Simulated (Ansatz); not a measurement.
# C2H8OSSn: up Jacob's ladder to CCSD(T)

The task here is to estimate one member of a computed series from the others.

The runs use Ansatz 0.2.0, Gaussian basis; functionals in def2-TZVPP, the program's frozen cores in correlated methods.

Plan: PBE-D4, r2SCAN-D4, PBE0-D4, B3LYP-D4, ωB97X-V, ωB97M-V, B2PLYP; CCSD(T)/def2-TZVPP; MP2/def2-QZVPP; extrapolation to the limit.

## The geometry

The geometry comes from an earlier relaxation with PBE0-D4 in a triple-zeta def2 set; it is a stationary point, not always the lowest conformer. Sn takes the def2 core potential; no spin-orbit term is included.

SMILES `C[O][SnH]([CH3])[SH]`, 13 atoms, charge 0, spin multiplicity 1.

Atoms are counted from 1 here; the program's logs count them from 0.

Bond lengths: C1–O2 1.404 Å, C1–H6 1.094 Å, C1–H7 1.098 Å, C1–H8 1.100 Å, O2–Sn3 1.967 Å, Sn3–C4 2.128 Å, Sn3–S5 2.405 Å, Sn3–H9 1.702 Å, C4–H10 1.090 Å, C4–H11 1.090 Å, C4–H12 1.090 Å, S5–H13 1.343 Å. Angles: O2–C1–H6 108.3°, O2–C1–H7 112.5°, O2–C1–H8 112.4°, H6–C1–H7 107.9°, H6–C1–H8 107.6°, H7–C1–H8 108.0°, C1–O2–Sn3 119.9°, O2–Sn3–C4 109.5°, O2–Sn3–S5 107.8°, O2–Sn3–H9 102.6°, C4–Sn3–S5 106.6°, C4–Sn3–H9 118.1°, S5–Sn3–H9 111.9°, Sn3–C4–H10 109.5°, Sn3–C4–H11 109.9°, Sn3–C4–H12 109.3°, H10–C4–H11 109.5°, H10–C4–H12 109.4° and more.

As a file:

```
atom    x (Å)    y (Å)    z (Å)
  C1  -1.6030  -1.2847   0.1177
  O2  -0.2305  -1.4927   0.3293
 Sn3   0.9982   0.0430   0.3732
  C4   0.9257   1.0652  -1.4918
  S5   0.1880   1.5838   2.0327
  H6  -2.1162  -2.2455   0.2214
  H7  -2.0394  -0.5889   0.8468
  H8  -1.8187  -0.8997  -0.8895
  H9   2.4705  -0.6727   0.8384
 H10   1.1632   0.3708  -2.2976
 H11   1.6447   1.8844  -1.4937
 H12  -0.0760   1.4670  -1.6437
 H13   0.4936   0.7700   3.0568
```

Set-up of the first run:

Contents of in.yaml:

```yaml
crystal:
  periodic: [false, false, false]
  atoms:
    - {symbol: C, position_ang: [-1.602989, -1.284732, 0.117705]}
    - {symbol: O, position_ang: [-0.230463, -1.492667, 0.329271]}
    - {symbol: Sn, position_ang: [0.998155, 0.042983, 0.373220]}
    - {symbol: C, position_ang: [0.925682, 1.065155, -1.491754]}
    - {symbol: S, position_ang: [0.187954, 1.583810, 2.032727]}
    - {symbol: H, position_ang: [-2.116243, -2.245477, 0.221375]}
    - {symbol: H, position_ang: [-2.039406, -0.588903, 0.846788]}
    - {symbol: H, position_ang: [-1.818699, -0.899659, -0.889458]}
    - {symbol: H, position_ang: [2.470541, -0.672703, 0.838370]}
    - {symbol: H, position_ang: [1.163190, 0.370797, -2.297647]}
    - {symbol: H, position_ang: [1.644653, 1.884375, -1.493667]}
    - {symbol: H, position_ang: [-0.075963, 1.467034, -1.643710]}
    - {symbol: H, position_ang: [0.493585, 0.769997, 3.056789]}
basis:
  gaussian: {orbitals: def2-TZVPP}
hamiltonian: {xc: pbe, dispersion: d4}
output: {forces: true, orbitals: {seedname: orbitals}}
```

Launch:

```bash
ansatz run in.yaml --threads 2 --pin off --events-out ev --progress --plain --max-ram 22528MiB --backend cuda --devices 0, --max-vram 18GiB
```

Steps of the session up to this table: PBE-D4 (GGA); r2SCAN-D4 (meta-GGA); PBE0-D4 (hybrid); B3LYP-D4 (hybrid); ωB97X-V (range-separated); ωB97M-V (range-separated); B2PLYP (double hybrid); CCSD(T) in def2-TZVPP; MP2 in def2-QZVPP.

One table of the session follows, with a row left open; its other results are not shown here.

| method | atomisation energy (kJ/mol) |
| --- | --- |
| PBE-D4 | 4460.1 |
| r2SCAN-D4 | ? |
| PBE0-D4 | 4388.8 |
| B3LYP-D4 | 4388.3 |
| ωB97X-V | 4423.9 |
| ωB97M-V | 4411.0 |
| B2PLYP | 4338.7 |
| HF/def2-TZVPP | 3154.5 |
| MP2/def2-TZVPP | 4332.5 |
| CCSD/def2-TZVPP | 4237.6 |
| CCSD(T)/def2-TZVPP | 4304.8 |
| MP2/CBS | 4457.9 |
| CCSD(T)/CBS | 4430.3 |

Q: Estimate the row for r2SCAN-D4 from the others.

**Answer.** atomisation energy (kJ/mol): 4407.2. In the column «atomisation energy (kJ/mol)» it lies between PBE0-D4 (4388.8) and ωB97M-V (4411.0).
